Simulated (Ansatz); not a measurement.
# C5H10O3: the cost of one run

The runs use Ansatz 0.2.0, Gaussian basis; the settings change from run to run.

## (1) The relaxed structure

The structure was relaxed beforehand with PBE0-D4 in a triple-zeta def2 set.

SMILES `C1COCOCCO1`, 18 atoms, charge 0, spin multiplicity 1.

Atoms are counted from 1 here; the program's logs count them from 0.

Bond lengths: C1–C2 1.514 Å, C1–O8 1.406 Å, C1–H9 1.095 Å, C1–H10 1.098 Å, C2–O3 1.408 Å, C2–H11 1.099 Å, C2–H12 1.094 Å, O3–C4 1.392 Å, C4–O5 1.392 Å, C4–H13 1.092 Å, C4–H14 1.102 Å, O5–C6 1.408 Å, C6–C7 1.514 Å, C6–H15 1.094 Å, C6–H16 1.099 Å, C7–O8 1.406 Å, C7–H17 1.098 Å, C7–H18 1.095 Å. Angles: C2–C1–O8 114.4°, C2–C1–H9 107.8°, C2–C1–H10 109.4°, O8–C1–H9 106.0°, O8–C1–H10 110.9°, H9–C1–H10 108.0°, C1–C2–O3 115.2°, C1–C2–H11 109.0°, C1–C2–H12 108.2°, O3–C2–H11 110.5°, O3–C2–H12 105.7°, H11–C2–H12 107.9°, C2–O3–C4 117.9°, O3–C4–O5 114.8°, O3–C4–H13 105.6°, O3–C4–H14 110.1°, O5–C4–H13 105.6°, O5–C4–H14 110.1° and more.

## (2) revPBE0/6-31G

Options: D3(BJ) with three-body dispersion, high accuracy.

in.yaml

```yaml
crystal:
  periodic: [false, false, false]
  atoms:
    - {symbol: C, position_ang: [-1.358455, -0.633199, -0.801534]}
    - {symbol: C, position_ang: [-0.195168, -1.599564, -0.737466]}
    - {symbol: O, position_ang: [0.461235, -1.664299, 0.506417]}
    - {symbol: C, position_ang: [1.458688, -0.728967, 0.765509]}
    - {symbol: O, position_ang: [1.024532, 0.421308, 1.417664]}
    - {symbol: C, position_ang: [0.649605, 1.524587, 0.627449]}
    - {symbol: C, position_ang: [-0.780435, 1.504363, 0.131782]}
    - {symbol: O, position_ang: [-0.989640, 0.707621, -1.007317]}
    - {symbol: H, position_ang: [-1.977470, -0.911843, -1.661131]}
    - {symbol: H, position_ang: [-1.969971, -0.736529, 0.104764]}
    - {symbol: H, position_ang: [0.517929, -1.355893, -1.537653]}
    - {symbol: H, position_ang: [-0.577465, -2.607965, -0.922513]}
    - {symbol: H, position_ang: [2.146715, -1.217438, 1.458113]}
    - {symbol: H, position_ang: [1.980500, -0.461989, -0.168062]}
    - {symbol: H, position_ang: [0.777682, 2.403171, 1.266958]}
    - {symbol: H, position_ang: [1.325818, 1.630546, -0.232602]}
    - {symbol: H, position_ang: [-1.446797, 1.200418, 0.950064]}
    - {symbol: H, position_ang: [-1.047305, 2.525686, -0.160438]}
basis:
  gaussian: {orbitals: 6-31G}
hamiltonian: {xc: {name: revPBE0}, dispersion: d3bjatm}
accuracy: high
output: {forces: true}
```

The run is started by

```console
$ ansatz run in.yaml --threads 2 --pin off --events-out ev --progress --plain --max-ram 22528MiB --backend cpu
```

What time and memory should one allow on 2 threads of AMD EPYC 7R13, shared host?

About 9.5 s, with a peak of 0.52 GiB.
